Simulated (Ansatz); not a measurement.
# ZrB2: the cost of one run

Program: Ansatz 0.2.0. Level of theory: DFT PBE, scalar-relativistic, plane waves, PAW. These are calculated values, not measurements.

### 1 The starting structure

The structure is hexagonal, space group P6/mmm (No. 191). Conventional cell: a = 3.170 Å, b = 3.170 Å, c = 3.533 Å, α = 90.00°, β = 90.00°, γ = 120.00°. Around Zr (site symmetry 6/mmm) lie 12 B at 2.54 Å. Around B (site symmetry -6m2) lie 3 B at 1.83 Å and 6 Zr at 2.54 Å.

As a file:

```cif
data_structure
_symmetry_space_group_name_H-M 'P 1'
_symmetry_Int_Tables_number 1
_cell_length_a 3.1700
_cell_length_b 3.1700
_cell_length_c 3.5330
_cell_angle_alpha 90.000
_cell_angle_beta 90.000
_cell_angle_gamma 120.000
_cell_volume 30.75
loop_
_atom_site_label
_atom_site_type_symbol
_atom_site_fract_x
_atom_site_fract_y
_atom_site_fract_z
_atom_site_occupancy
Zr1 Zr 0.00000 0.00000 0.00000 1
B1 B 0.33333 0.66667 0.50000 1
B2 B 0.66667 0.33333 0.50000 1
```

The structure rests on an entry of the Crystallography Open Database; cell or positions may have been set otherwise for this series.

### 2 Relaxing cell and atoms: ZrB2, no spin

File input.yaml:

```yaml
crystal:
  lattice:
    - [3.17, 0.0, 0.0]
    - [-1.585, 2.74530053, 0.0]
    - [0.0, 0.0, 3.533]
  atoms:
    - { symbol: Zr, position: [0.0, 0.0, 0.0] }
    - { symbol: B, position: [0.3333333333, 0.6666666667, 0.5] }
    - { symbol: B, position: [0.6666666667, 0.3333333333, 0.5] }
scf:
  occupations: { method: gaussian, width: 0.2 }
output:
  forces: true
  stress: true
  eigenvalues: true
  write_density: true
  write_potential: true
  elf: true
  volumetric_format: npy
hamiltonian:
  xc: pbe
relax:
  f_tol: 0.001
  max_steps: 60
  cell: { stress_tol: 0.03 }
kpoints:
  mp_grid: { grid: [16, 16, 14] }
```

Started as:

```sh
ansatz run input.yaml --threads 8 --pin off --max-ram 20480MiB --backend cpu --events-out ev --progress --plain --runs-dir out
```

Q: Estimate wall time and peak memory on 8 threads of AMD EPYC 9R14 (Zen 4), shared host.

About 3.8 s, with a peak of 0.5 GiB.
